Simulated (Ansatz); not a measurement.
# CH5OPSeSi: geometry optimisation in Python

Aim: a geometry optimisation, for CH5OPSeSi, run from a script. SMILES: OP1[SiH2]C[Se]1.

Computed with Ansatz 0.2.0, driven from Python. Level of theory: r2SCAN/def2-SVP.

## 1. The system

Bond lengths: O1–P2 1.706 Å, P2–Si3 2.154 Å, Si3–C4 1.898 Å, P2–Se5 2.312 Å, C4–Se5 2.021 Å, O1–H6 1.060 Å, Si3–H7 1.496 Å, Si3–H8 1.477 Å, C4–H9 1.033 Å, C4–H10 1.088 Å. Angles (14 of 17 angles, heavy atoms first): O1–P2–Si3 91.8°, O1–P2–Se5 94.3°, Si3–P2–Se5 82.2°, P2–Si3–C4 94.3°, Si3–C4–Se5 97.0°, P2–Se5–C4 86.4°, P2–O1–H6 104.0°, P2–Si3–H7 114.2°, P2–Si3–H8 114.1°, C4–Si3–H7 110.2°, C4–Si3–H8 108.6°, Si3–C4–H9 110.9°, Si3–C4–H10 109.6°, Se5–C4–H9 110.5°.

The script holds or builds the structure itself.

## 2. The script

Contents of ch5opsesi_opt.py:

```python
"""Relax the CH5OPSeSi molecule."""

import itertools
import warnings

import ansatz as az
from ase.data import atomic_numbers, covalent_radii
import numpy as np

GEOMETRY = """
O    -1.81890    0.70970    0.94090
P    -1.58260   -0.51710   -0.22010
Si    0.41850   -0.89140    0.48310
C     1.22360    0.33190   -0.72430
Se   -0.46460    0.86160   -1.70110
H    -2.75810    1.12830    0.68430
H     0.66250   -0.45990    1.89460
H     0.91890   -2.24820    0.18310
H     1.87480   -0.15370   -1.36280
H     1.60900    1.18760   -0.17470
"""


def main() -> None:
    warnings.simplefilter("ignore", az.DeckWarning)

    mol = az.Crystal.molecule()
    for line in GEOMETRY.strip().splitlines():
        symbol, *xyz = line.split()
        mol = mol.atom(symbol, [float(v) for v in xyz])

    setup = (
        mol.calculation()
        .basis(gaussian="def2-SVP")
        .functional("r2SCAN")
    )
    symbols = [site.symbol for site in mol.cartesian_sites]
    start = np.array([site.position_ang for site in mol.cartesian_sites], dtype=float)
    def progress(event):
        if event["event"] == "relax_step":
            row = event["data"]
            print(f"step {row['step']:3d}  E = {row['lagrangian_ev']:.6f} eV  max force {row['allowed_force_max_ev_ang']:.4f} eV/A")


    report = setup.relax(force_tolerance=0.02).session().plan().execute(on_event=progress).report
    end = np.array(report["positions_ang"])

    print(f"E = {report['free_energy_ev']:.6f} eV = {report['free_energy_ev'] / 27.211386246:.7f} Ha")
    print("converged:", report["converged"], " doubts:", report["published_state_doubts"] or "none")

    # pairs closer than 1.2 times the sum of covalent radii, before or after
    radius = [covalent_radii[atomic_numbers[s]] for s in symbols]
    span = lambda where, i, j: np.linalg.norm(where[i] - where[j])
    bonded = [(i, j) for i, j in itertools.combinations(range(len(symbols)), 2) if min(span(start, i, j), span(end, i, j)) < 1.2 * (radius[i] + radius[j])]
    print("pair        before    after (A)")
    for i, j in bonded:
        print(f"{symbols[i]}{i}-{symbols[j]}{j}".ljust(10), f"{span(start, i, j):8.4f} {span(end, i, j):8.4f}")
    with open("ch5opsesi_opt.xyz", "w") as handle:
        handle.write(f"{len(symbols)}\nrelaxed CH5OPSeSi\n")
        handle.writelines(f"{s:2s} {x:11.6f} {y:11.6f} {z:11.6f}\n" for s, (x, y, z) in zip(symbols, end))


if __name__ == "__main__":
    main()
```

## 3. The input behind the calls

The package turns the script's settings into the engine's input:

```yaml
crystal:
  periodic: [false, false, false]
  atoms:
    - { symbol: O, position_ang: [-1.8189, 0.7097, 0.9409] }
    - { symbol: P, position_ang: [-1.5826, -0.5171, -0.2201] }
    - { symbol: Si, position_ang: [0.4185, -0.8914, 0.4831] }
    - { symbol: C, position_ang: [1.2236, 0.3319, -0.7243] }
    - { symbol: Se, position_ang: [-0.4646, 0.8616, -1.7011] }
    - { symbol: H, position_ang: [-2.7581, 1.1283, 0.6843] }
    - { symbol: H, position_ang: [0.6625, -0.4599, 1.8946] }
    - { symbol: H, position_ang: [0.9189, -2.2482, 0.1831] }
    - { symbol: H, position_ang: [1.8748, -0.1537, -1.3628] }
    - { symbol: H, position_ang: [1.609, 1.1876, -0.1747] }
basis:
  gaussian:
    orbitals: def2-SVP
hamiltonian:
  xc: r2scan
relax:
  f_tol: 0.02
```

## 4. The run

Run with:

```bash
> python ch5opsesi_opt.py
```

Q: Predict the main results. Wanted: total energy; dipole moment; moves of the relaxation; energy gained; last largest force component.

**Answer**, as computed:

```
                    quantity           value
                total energy  -85663.1082 eV
               dipole moment          0.94 D
     moves of the relaxation              11
               energy gained        0.703 eV
last largest force component     0.0040 eV/Å
```

**Reading.** After 11 moves the largest shift is 0.574 Å, of atom 5 (Se). The end point is the stationary point reached from this start; no frequency run checks that it is a minimum, and the basis set is modest.
